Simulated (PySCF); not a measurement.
# C2H7BF2Si: the cost of one run

Computed with PySCF 2.14.0, with density-fitted response routines of our own, on a single molecule in the gas phase. Atoms count from 0, in the outputs and in this text.

## 1. Starting geometry

13 atoms, charge 0, multiplicity 1; geometry from: GFN2-xTB. The atoms were then displaced at random by about 0.01 Å, so the start is not that level's minimum.

Bonds of the start (Å): C0–C1 1.49, C1–Si2 1.90, Si2–B3 2.03, B3–F4 1.32, B3–F5 1.29, C0–H6 1.08, C0–H7 1.10, C0–H8 1.12, C1–H9 1.09, C1–H10 1.10, Si2–H11 1.48, Si2–H12 1.48.

## 2. Optimising the geometry at PBE0-D3(BJ)/def2-SVP

What the job is given:

```
{"job": {"xc": "PBE0", "basis": "def2-SVP", "d3": "d3bj", "grid": 1, "shake": 0.01, "kind": "geom"}, "charge": 0, "multiplicity": 1}
C     -2.011850    -0.045890    -0.267900
C     -0.650580    -0.518370     0.119660
Si     0.742610     0.588520    -0.548190
B      2.583100    -0.125230    -0.068360
F      2.805900    -1.402750     0.189670
F      3.636890     0.620250    -0.003790
H     -2.795890    -0.678990     0.123270
H     -2.117970     0.019250    -1.358500
H     -2.206770     0.986900     0.131640
H     -0.515790    -1.535610    -0.238080
H     -0.597110    -0.579340     1.220020
H      0.560980     1.955990    -0.020670
H      0.572300     0.698380    -2.011600
```

The run is started by

```bash
$ OMP_NUM_THREADS=1 python probes_run.py task.json out
```

The driver reads the jobs from task.json and runs them one after another.

**Question.** How long does this first job take on 1 thread of Arm Neoverse V1, shared host, and how much memory does it need?

About 40 s, with a peak of 0.51 GiB.
